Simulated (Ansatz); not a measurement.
# AlGa2H (triplet): from Hartree-Fock to the top rungs at distance Al2–H4 = 3.007 Å, cc-pVDZ

An exercise on one series of results from a longer session: the logs are not shown, and one member is left open.

Program: Ansatz 0.2.0, Gaussian basis. Level of theory: cc-pVDZ, core rule «outside noble gas», up to 33 orbitals frozen. These are calculated values, not measurements.

Plan: UHF; CCSD(T) on ROHF; CCSD(T) on UHF; BCCD(T) on ROHF; CISD; CCSDT(Q) on ROHF; CCSDT(Q) on UHF; CASSCF and MRCISD+Q, 4 electrons in 4 orbitals; CASSCF and NEVPT2, 4 electrons in 4 orbitals.

35 further runs of the same task are left out: 4 for a mislabelled method, 3 for a known fault of the program, 20 that didn't finish, 8 set aside as unsound or not needed.

## The system

The geometry derives from a PBE0/def2-TZVP stationary point (not a proven minimum). One bond is set to the value named and the two fragments are kept rigid. No spin-orbit coupling is included. The filled d shell of Ga may be among the frozen orbitals whatever the setting's name suggests; the logs give the count.

4 atoms, charge 0, spin multiplicity 3.

Atoms are counted from 1 here; the program's logs count them from 0.

Bond lengths: Ga1–Al2 2.555 Å, Al2–Ga3 2.555 Å. Angles: Ga1–Al2–Ga3 72.4°.

Set-up of the first run:

Input file in.yaml:

```yaml
crystal:
  periodic: [false, false, false]
  atoms:
    - {symbol: Ga, position_ang: [-0.009091, 0.331167, 1.508986]}
    - {symbol: Al, position_ang: [-0.027337, -1.730218, 0.000000]}
    - {symbol: Ga, position_ang: [-0.009091, 0.331167, -1.508986]}
    - {symbol: H, position_ang: [1.989492, 0.500129, 0.000000]}
basis:
  gaussian: {orbitals: cc-pVDZ}
magnetization: {spin_polarized: true, initial_magnetization: 2}
hamiltonian: {xc: hf}
output: {orbitals: {seedname: orbitals}}
```

Command:

```
$ ansatz run in.yaml --threads 1 --pin off --events-out ev --progress --plain --max-ram 2393MiB
```

Steps of the session up to this table: UHF; CCSD(T) on ROHF; CCSD(T) on UHF; BCCD(T) on ROHF; CISD; CCSDT(Q) on ROHF; CCSDT(Q) on UHF; CASSCF and MRCISD+Q, 4 electrons in 4 orbitals; CASSCF and NEVPT2, 4 electrons in 4 orbitals.

One of the session's tables, all rows but one given; the rest of the session is left out.

| method | from RCCSDT(Q) (meV) |
| --- | --- |
| ROHF | +5870.3 |
| UHF | +5607.4 |
| RMP2 | +1472.6 |
| UMP2 | +1550.2 |
| CISD | ? |
| RCCSD | +420.1 |
| UCCSD | +401.9 |
| RCCSD(T) | +91.4 |
| UCCSD(T) | +90.9 |
| BCCD(T) | +91.3 |
| RCCSDT | +29.2 |
| UCCSDT | +21.6 |
| RCCSDT(Q) | 0 |
| UCCSDT(Q) | -8.9 |
| CASSCF pair | +5200.6 |
| NEVPT2 pair | +1247.0 |
| MRCISD pair | +835.5 |
| MRCISD+Q pair | +123.2 |

Estimate the missing values for CISD.

**Answer.** from RCCSDT(Q) (meV): +1017.2. In the column «from RCCSDT(Q) (meV)» it lies between MRCISD pair (+835.5) and NEVPT2 pair (+1247.0).

To keep in mind: Restricted and unrestricted rows rest on different reference determinants; where their highest levels disagree by more than a few hundredths of an eV, they describe different states and don't form one ladder.
